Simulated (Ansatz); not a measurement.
# AlCu5: the cost of one run

Method: DFT PBE, scalar-relativistic, plane waves, PAW, in Ansatz 0.2.0.

1 further run of the same task is left out (it didn't finish). Runs told in other sessions of the task aren't counted.

### Step 1. The system as given

Symmetry: Pmmm, No. 47, orthorhombic system. The conventional cell has a = 2.655 Å, b = 3.576 Å, c = 7.835 Å, α = 90.00°, β = 90.00°, γ = 90.00°. Around Al (site symmetry mmm) lie 10 Cu at 2.60 to 2.64 Å and 2 Al at 2.65 Å. Around Cu (site symmetry mm2) lie 11 Cu at 2.56 to 2.65 Å and 1 Al at 2.64 Å. Cu (site symmetry mm2) has 8 Cu at 2.58 to 2.67 Å and 4 Al at 2.60 Å in its first shell of neighbours. Around Cu (site symmetry mmm) lie 12 Cu at 2.57 to 2.65 Å.

Coordinates:

```cif
data_structure
_symmetry_space_group_name_H-M 'Pmmm'
_symmetry_Int_Tables_number 47
_cell_length_a 2.6549
_cell_length_b 3.5763
_cell_length_c 7.8355
_cell_angle_alpha 90.000
_cell_angle_beta 90.000
_cell_angle_gamma 90.000
_cell_volume 74.40
loop_
_atom_site_label
_atom_site_type_symbol
_atom_site_symmetry_multiplicity
_atom_site_Wyckoff_symbol
_atom_site_fract_x
_atom_site_fract_y
_atom_site_fract_z
_atom_site_occupancy
Al1 Al 1 h 0.50000 0.50000 0.50000 1
Cu1 Cu 2 t 0.50000 0.50000 0.83634 1
Cu2 Cu 2 q 0.00000 0.00000 0.67044 1
Cu3 Cu 1 a 0.00000 0.00000 0.00000 1
```

The cell was relaxed beforehand at this level, from a generated guess; it is a trial structure. At a tolerance of 0.05 Å it has space group Pmmm (No. 47); it has 12.40 Å³/atom, an uncorrected energy of -0.09 eV/atom over the elements.

### Step 2. Bands, states and charges

input.yaml

```yaml
crystal:
  lattice:
    - [2.6548894431, 0.0, 0.0]
    - [0.0, 3.5763012524, 0.0]
    - [0.0, 0.0, 7.8354949092]
  atoms:
    - { symbol: Al, position: [0.5, 0.5, 0.5] }
    - { symbol: Cu, position: [0.5, 0.5, 0.8363362798] }
    - { symbol: Cu, position: [0.0, 0.0, 0.6704430126] }
    - { symbol: Cu, position: [0.0, 0.0, 0.3295569874] }
    - { symbol: Cu, position: [0.5, 0.5, 0.1636637202] }
    - { symbol: Cu, position: [0.0, 0.0, 0.0] }
basis:
  ecutwfc: 420
kpoints:
  mp_grid: { grid: [14, 12, 6] }
  band_path:
    path:
      - [[0.0, 0.0, 0.0], [0.5, 0.0, 0.0], [0.5, 0.5, 0.0], [0.0, 0.5, 0.0], [0.0, 0.0, 0.0], [0.0, 0.0, 0.5], [0.5, 0.0, 0.5], [0.5, 0.5, 0.5], [0.0, 0.5, 0.5], [0.0, 0.0, 0.5]]
      - [[0.5, 0.0, 0.0], [0.5, 0.0, 0.5]]
      - [[0.0, 0.5, 0.0], [0.0, 0.5, 0.5]]
      - [[0.5, 0.5, 0.0], [0.5, 0.5, 0.5]]
    npoints: 14
hamiltonian:
  xc: pbe
scf:
  occupations: { method: gaussian, width: 0.1 }
  n_extra_bands: 15
output:
  forces: true
  stress: true
  eigenvalues: true
  populations: true
  dos: { projected: true, de: 0.02, nscf_kmesh: { grid: [17, 15, 8] } }
  bader: true
```

Launch:

```console
ansatz run input.yaml --threads 4 --pin off --max-ram 8192MiB --backend cpu --events-out ev --progress --plain --runs-dir out
```

**Question.** How long does this run take on 4 threads of Intel Xeon Platinum 8259CL at 2.50GHz (Skylake/Cascade Lake), shared host, and how much memory does it need?

About 80 s, with a peak of 1.4 GiB.
